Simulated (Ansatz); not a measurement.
# InGa2N3: the cost of one run

Method: DFT PBEsol, scalar-relativistic, plane waves, PAW, in Ansatz 0.2.0.

1 further run of the same task is left out (it didn't finish).

## 1. The system as given

Symmetry: Cmc2_1, No. 36, orthorhombic system. The conventional cell has a = 10.009 Å, b = 5.773 Å, c = 5.390 Å, α = 90.00°, β = 90.00°, γ = 90.00°. In (site symmetry m) is surrounded by 4 N at 2.18 to 2.19 Å. Around Ga (site symmetry 1) lie 4 N at 1.97 to 1.98 Å. N (site symmetry 1) is surrounded by 3 Ga at 1.97 to 1.98 Å and 1 In at 2.18 Å. N (site symmetry m) has 2 Ga at 1.97 Å and 2 In at 2.18 to 2.19 Å as nearest neighbours.

Structure file:

```
In Ga N
1.0
     5.00434   -2.88652    0.00000
     5.00434    2.88652    0.00000
     0.00000    0.00000    5.39030
In Ga N
2 4 6
Direct
  0.32527 0.67473 0.98970
  0.67473 0.32527 0.48970
  0.00709 0.33385 0.99257
  0.66615 0.99291 0.99257
  0.99291 0.66615 0.49257
  0.33385 0.00709 0.49257
  0.02683 0.33368 0.35888
  0.66632 0.97318 0.35888
  0.97318 0.66632 0.85888
  0.33368 0.02683 0.85888
  0.30745 0.69256 0.39539
  0.69256 0.30745 0.89539
```

The structure comes from the Materials Project (structure only).

(A quick probe on a coarse mesh, which set the mesh and smearing, is not shown.)

## 3. The relaxation

The input, input.yaml:

```yaml
crystal:
  lattice:
    - [5.0043409607, -2.8865205108, 0.0]
    - [5.0043409607, 2.8865205108, 0.0]
    - [0.0, 0.0, 5.390303]
  atoms:
    - { symbol: In, position: [0.325265, 0.674735, 0.989696] }
    - { symbol: In, position: [0.674735, 0.325265, 0.489696] }
    - { symbol: Ga, position: [0.007088, 0.333852, 0.992575] }
    - { symbol: Ga, position: [0.666148, 0.992912, 0.992575] }
    - { symbol: Ga, position: [0.992912, 0.666148, 0.492575] }
    - { symbol: Ga, position: [0.333852, 0.007088, 0.492575] }
    - { symbol: "N", position: [0.026825, 0.333679, 0.358883] }
    - { symbol: "N", position: [0.666321, 0.973175, 0.358883] }
    - { symbol: "N", position: [0.973175, 0.666321, 0.858883] }
    - { symbol: "N", position: [0.333679, 0.026825, 0.858883] }
    - { symbol: "N", position: [0.307445, 0.692555, 0.395389] }
    - { symbol: "N", position: [0.692555, 0.307445, 0.895389] }
basis:
  ecutwfc: 420
kpoints:
  mp_grid: { grid: [6, 6, 6] }
hamiltonian:
  xc: pbesol
scf:
  occupations: { method: gaussian, width: 0.02 }
output:
  forces: true
  stress: true
  eigenvalues: true
relax:
  adjacent_minimum: "off"
  f_tol: 0.005
  max_steps: 80
  cell: { stress_tol: 0.05 }
```

The run is started by

```bash
$ ansatz run input.yaml --threads 2 --pin off --max-ram 5120MiB --backend cpu --events-out ev --progress --plain --runs-dir out
```

Q: Estimate wall time and peak memory on 2 threads of Arm Neoverse N1, shared host.

About 6.9 min, with a peak of 0.78 GiB.
